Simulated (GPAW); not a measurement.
NaLaMnMoO6:

```xyz
20
Lattice="5.5573 0.0000 0.0005 0.0000 5.5979 0.0000 -0.0629 0.0000 8.0246" Properties=species:S:1:pos:R:3 pbc="T T T"
Na    4.1371    2.8870    4.0066
Na    1.3574    0.0880    4.0185
La    1.3662    5.3682    8.0197
La    4.1282    2.5692    0.0054
Mn    1.3603    2.7297    2.0550
Mn    4.1342    5.5286    5.9702
Mo    4.1820    5.5792    2.1743
Mo    1.3124    2.7803    5.8509
O     3.7112    5.4765    3.9373
O     0.1716    4.5353    2.2249
O     5.1703    1.6184    2.2495
O     2.6448    1.1737    1.5989
O     3.0125    4.1180    1.6116
O     4.6099    0.1018    0.0319
O     1.7833    2.6775    4.0878
O     5.3228    1.7363    5.8002
O     0.3241    4.4173    5.7757
O     2.8496    3.9726    6.4262
O     2.4819    1.3190    6.4136
O     0.8845    2.9007    7.9933
```

The cell was built by a generator and needn't be a form met in nature.

Base run:

| Quantity | Value |
| --- | --- |
| Program | GPAW 26.7.0 |
| Functional | PBE |
| Potentials or basis | GPAW PAW data sets (gpaw-data 1.2.1) |
| Cutoff | 800 eV |
| Basis | pw |
| k mesh | 5 × 5 × 4 |
| Occupations | fermi-dirac, width 0.05 eV |
| Spin | collinear spin, ferromagnetic start |
| Starting moments | [0.0, 0.0, 0.0, 0.0, 4.0, 4.0, 1.0, 1.0, 0.0, 0.0, 0.0, 0.0, 0.0, 0.0, 0.0, 0.0, 0.0, 0.0, 0.0, 0.0] μB |

Its results: band gap on the k mesh 0.06 eV, indirect (least direct gap 0.10 eV); pressure 0.1 GPa; net moment 9.96 μB per cell; site moments Na +0.00; La +0.01; Mn +4.07; Mo +0.37; O +0.02, +0.03, +0.04 μB; largest force 0.091 eV/Å.

Problem. The run is repeated on the same cell with these changes: k mesh from 5 × 5 × 4 to 4 × 4 × 3. What comes out?

Solution. Band gap on the k mesh 0.16 eV, indirect (least direct gap 0.20 eV); pressure 0.1 GPa; net moment 9.96 μB per cell; site moments Na +0.00; La +0.01; Mn +4.07; Mo +0.37; O +0.02, +0.03, +0.04 μB; largest force 0.096 eV/Å.

Caveats: one-centre terms of the f shell are cut off; spin-orbit coupling is left out, which moves the levels of the heavy elements; only a ferromagnetic start was run, and an antiferromagnetic order may lie lower in energy; an odd mesh through Γ misses points on the zone boundary, where band edges often lie (some runs); the mesh misses the band edges, which the band path finds closer together (some runs).
